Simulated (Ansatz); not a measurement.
# CH5BBrNSi: one species, many methods

The task here is to estimate one member of a computed series from the others.

Program: Ansatz 0.2.0, Gaussian basis. Level of theory: functionals in def2-TZVPP, the program's frozen cores in correlated methods. These are calculated values, not measurements.

Levels to be run: LDA (SPW92), PBE-D4, revPBE-D4, BLYP-D4, r2SCAN-D4, B97M-V, PBE0-D4, B3LYP-D4, r2SCANh-D4, r2SCAN0-D4, HSE06-D4, BHLYP-D4, CAM-B3LYP-D4, LC-ωPBE, ωB97X-V, ωB97M-V, B2PLYP, PBE-QIDH; CCSD(T)/def2-SVP; CCSD(T)/def2-TZVPP; MP2/def2-QZVPP; extrapolation to the limit; RPA on PBE.

### The relaxed structure

An earlier PBE0-D4 in a triple-zeta def2 set relaxation fixed the geometry.

10 atoms, charge 0, spin multiplicity 1.

Atoms are counted from 1 here; the program's logs count them from 0.

Bond lengths: B1–Si2 1.949 Å, B1–H6 1.192 Å, B1–H7 1.192 Å, Si2–Br3 2.347 Å, Si2–N4 1.704 Å, Si2–H8 1.478 Å, N4–C5 1.255 Å, C5–H9 1.095 Å, C5–H10 1.098 Å. Angles: Si2–B1–H6 118.4°, Si2–B1–H7 119.5°, H6–B1–H7 122.0°, B1–Si2–Br3 67.4°, B1–Si2–N4 123.4°, B1–Si2–H8 126.6°, Br3–Si2–N4 114.2°, Br3–Si2–H8 107.0°, N4–Si2–H8 107.6°, Si2–N4–C5 133.8°, N4–C5–H9 120.3°, N4–C5–H10 123.5°, H9–C5–H10 116.3°.

As a file:

```xyz
10

B     0.23733    1.23401    1.51106
Si   -0.81646    0.04981    0.37780
Br    0.73127   -1.11129    1.70566
N    -0.56243   -0.11662   -1.29862
C     0.27053   -0.74869   -1.99223
H     1.24526    1.69351    1.06959
H    -0.16846    1.52336    2.59375
H    -2.15106   -0.50546    0.68525
H     0.27022   -0.64797   -3.08273
H     1.02701   -1.42186   -1.56652
```

Set-up of the first run:

Contents of in.yaml:

```yaml
crystal:
  periodic: [false, false, false]
  atoms:
    - {symbol: B, position_ang: [0.237326, 1.234009, 1.511055]}
    - {symbol: Si, position_ang: [-0.816458, 0.049810, 0.377801]}
    - {symbol: Br, position_ang: [0.731271, -1.111285, 1.705662]}
    - {symbol: N, position_ang: [-0.562432, -0.116624, -1.298620]}
    - {symbol: C, position_ang: [0.270527, -0.748687, -1.992235]}
    - {symbol: H, position_ang: [1.245259, 1.693512, 1.069594]}
    - {symbol: H, position_ang: [-0.168461, 1.523356, 2.593751]}
    - {symbol: H, position_ang: [-2.151060, -0.505462, 0.685248]}
    - {symbol: H, position_ang: [0.270219, -0.647965, -3.082731]}
    - {symbol: H, position_ang: [1.027007, -1.421863, -1.566525]}
basis:
  gaussian: {orbitals: def2-TZVPP}
hamiltonian: {xc: lda}
output: {orbitals: {seedname: orbitals}}
```

Steps of the session up to this table: LDA; PBE-D4 (GGA); revPBE-D4 (GGA); BLYP-D4 (GGA); r2SCAN-D4 (meta-GGA); B97M-V (meta-GGA); PBE0-D4 (hybrid); B3LYP-D4 (hybrid); r2SCANh-D4 (hybrid); r2SCAN0-D4 (hybrid); HSE06-D4 (hybrid); BHLYP-D4 (hybrid); CAM-B3LYP-D4 (range-separated); LC-ωPBE (range-separated); ωB97X-V (range-separated); ωB97M-V (range-separated); B2PLYP (double hybrid); PBE-QIDH (double hybrid).

One of the session's tables, all rows but one given; the rest of the session is left out.

It belongs to the step «Orbital energies across the functionals». 

```
  functional  HOMO (eV)  LUMO (eV)  gap (eV)
 LDA (SPW92)      -6.48      -2.84      3.64
      PBE-D4      -6.36      -2.59      3.77
   revPBE-D4      -6.31      -2.50      3.81
     BLYP-D4      -6.25      -2.45      3.80
   r2SCAN-D4      -6.62      -2.39      4.23
      B97M-V      -6.75      -2.30      4.45
     PBE0-D4          ?          ?         ?
    B3LYP-D4      -7.49      -1.76      5.72
  r2SCANh-D4      -7.13      -2.00      5.14
  r2SCAN0-D4      -7.89      -1.41      6.48
    HSE06-D4      -7.31      -1.91      5.40
    BHLYP-D4      -8.85      -0.37      8.48
CAM-B3LYP-D4      -9.05      -0.35      8.70
     LC-ωPBE     -10.34       0.84     11.19
     ωB97X-V     -10.02       0.76     10.78
     ωB97M-V      -9.89       0.61     10.50
```

Q: Estimate the row for PBE0-D4 from the others.

As computed: HOMO (eV): -7.71; LUMO (eV): -1.52; gap (eV): 6.18. In the column «HOMO (eV)» it lies between r2SCAN0-D4 (-7.89) and B3LYP-D4 (-7.49).
